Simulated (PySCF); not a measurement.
# CeH5OS3 (Ce(SH)3(H2O)+): the cost of one run

Method: several levels, as the steps say, no spin–orbit coupling; program: PySCF 2.14.0.

1 further run of the same task is left out (for a known fault of the program).

### Step 1. The system as given

10 atoms, charge 1, spin multiplicity 1.

Bond lengths: Ce1–S2 2.541 Å, Ce1–S4 2.539 Å, Ce1–S6 2.539 Å, Ce1–O8 2.409 Å, S2–H3 1.358 Å, S4–H5 1.358 Å, S6–H7 1.358 Å, O8–H9 0.971 Å, O8–H10 0.971 Å. Angles: S2–Ce1–S4 116.5°, S2–Ce1–S6 117.1°, S2–Ce1–O8 96.5°, S4–Ce1–S6 115.8°, S4–Ce1–O8 103.2°, S6–Ce1–O8 103.4°, Ce1–S2–H3 99.3°, Ce1–S4–H5 98.9°, Ce1–S6–H7 99.2°, Ce1–O8–H9 125.2°, Ce1–O8–H10 128.1°, H9–O8–H10 106.7°.

As a file:

```xyz
10

Ce   -0.0899   -0.1806    0.1758
S     0.9745    1.5638    1.6856
H     2.2135    1.6079    1.1311
S    -2.0152   -1.5088    1.1623
H    -2.2536   -0.7495    2.2622
S     1.4562   -1.4652   -1.3761
H     0.7422   -2.6143   -1.4903
O    -1.1932    1.3735   -1.2979
H    -1.1553    2.3406   -1.2213
H    -1.7532    1.1770   -2.0659
```

Formal oxidation states: Ce +4. The 4f shell is empty and lies in the core potential. An earlier session relaxed this geometry at PBE0, Ce lcecp-2-SVP with ECP46, S def2-SVP, H def2-SVP, O def2-SVP (singlet, point group C1).

At PBE0 on the finer grid: E = -1310.353449 Eh, frontier levels not given, since the 4f levels lie in the core, Mulliken charge on Ce1 +1.11 e, largest force component 0.010 eV/Å. The large-core potential holds the 4f shell empty.

Levels to run: r2SCAN; TPSSh; PBE0, TZVP. Hardware: 2 threads of Arm Neoverse V1, shared host.

### Step 2. r2SCAN

Input file run.py (the lines that set the calculation):

```python
mol = gto.M(atom='''
Ce    -0.08989    -0.18061     0.17576
S      0.97446     1.56381     1.68561
H      2.21354     1.60790     1.13106
S     -2.01524    -1.50877     1.16227
H     -2.25364    -0.74947     2.26217
S      1.45618    -1.46522    -1.37612
H      0.74216    -2.61429    -1.49026
O     -1.19318     1.37352    -1.29789
H     -1.15534     2.34063    -1.22133
H     -1.75321     1.17696    -2.06592''',
    basis={'Ce': 'lcecp-2-SVP', 'S': 'def2-SVP', 'H': 'def2-SVP', 'O': 'def2-SVP'},
    ecp={'Ce': 'lcecp-2-SVP'},
    charge=1, spin=0)
mf = dft.RKS(mol, xc='R2SCAN')
mf.grids.atom_grid = (75, 302)  # f atoms: unpruned, at least (60, 302)
mf = mf.density_fit()  # fitting sets: Ce AutoAux, S def2-universal-JKFIT, H def2-universal-JKFIT, O def2-universal-JKFIT
mf.conv_tol = 1e-08; mf.max_cycle = 55
mf.kernel(dm0)  # dm0: the density of the relaxed state
```

Run with:

```console
$ OMP_NUM_THREADS=2 python run.py
```

**Question.** How long does this run take on 2 threads of Arm Neoverse V1, shared host?

About 14 s.
